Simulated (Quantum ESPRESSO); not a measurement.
The system is Ta3AsAu2O13.

```
CELL_PARAMETERS angstrom
5.72385 -0.00745 -0.00403
1.30279 6.25499 0.00561
0.27574 1.30074 8.36754
ATOMIC_POSITIONS crystal
Ta 0.21713 0.30521 0.58431
Ta 0.03325 0.11123 0.99855
Ta 0.58248 0.62145 0.50482
As 0.58707 0.89691 0.83049
Au 0.58004 0.09228 0.18613
Au 0.04485 0.82077 0.44682
O 0.66201 0.69726 0.71088
O 0.51632 0.13418 0.69625
O 0.85098 0.88773 0.91932
O 0.34466 0.87003 0.94651
O 0.73015 0.29240 0.03095
O 0.24622 0.21809 0.11075
O 0.12900 0.09398 0.49104
O 0.48032 0.38887 0.43499
O 0.05966 0.26685 0.78594
O 0.93330 0.53240 0.45645
O 0.49975 0.85161 0.34971
O 0.25256 0.62988 0.62473
O 0.91878 0.95175 0.22636
```

The cell was built by a generator and needn't be a form met in nature.

Base run:

| Item | Value |
| --- | --- |
| Program | Quantum ESPRESSO 7.5 |
| Functional | PBE |
| Potentials or basis | SSSP 1.3 efficiency PBE |
| Cutoff | 816 eV |
| Density cutoff | 5987 eV |
| k mesh | 4 × 4 × 3 |
| Occupations | fermi-dirac, width 0.05 eV |
| Spin | no spin polarisation |

Its results: band gap on the k mesh 1.28 eV, indirect (least direct gap 1.33 eV); pressure 1.0 GPa; largest force 0.967 eV/Å.

**Question.** After a change of settings the same cell gave: band gap on the k mesh 1.26 eV, indirect (least direct gap 1.32 eV); pressure -0.7 GPa; largest force 0.159 eV/Å. Which change was it?
A. functional from PBE to r2SCAN; potentials or basis from SSSP 1.3 efficiency PBE to SG15 PBE 1.2; cutoff from 816 eV to 1197 eV; density cutoff from 5987 eV to 4789 eV; valence electrons from 160 to 202
B. functional from PBE to PBEsol; potentials or basis from SSSP 1.3 efficiency PBE to SG15 PBE 1.2; cutoff from 816 eV to 1197 eV; density cutoff from 5987 eV to 4789 eV; valence electrons from 160 to 202
C. k mesh from 4 × 4 × 3 to 5 × 5 × 4
D. potentials or basis from SSSP 1.3 efficiency PBE to PseudoDojo 0.4.1 SR PBE standard; cutoff from 816 eV to 1143 eV; density cutoff from 5987 eV to 4572 eV; valence electrons from 160 to 170

**Answer.** D.

Caveats: spin-orbit coupling is left out, which moves the levels of the heavy elements; an odd mesh through Γ misses points on the zone boundary, where band edges often lie.

Not every run made on this cell is shown here.
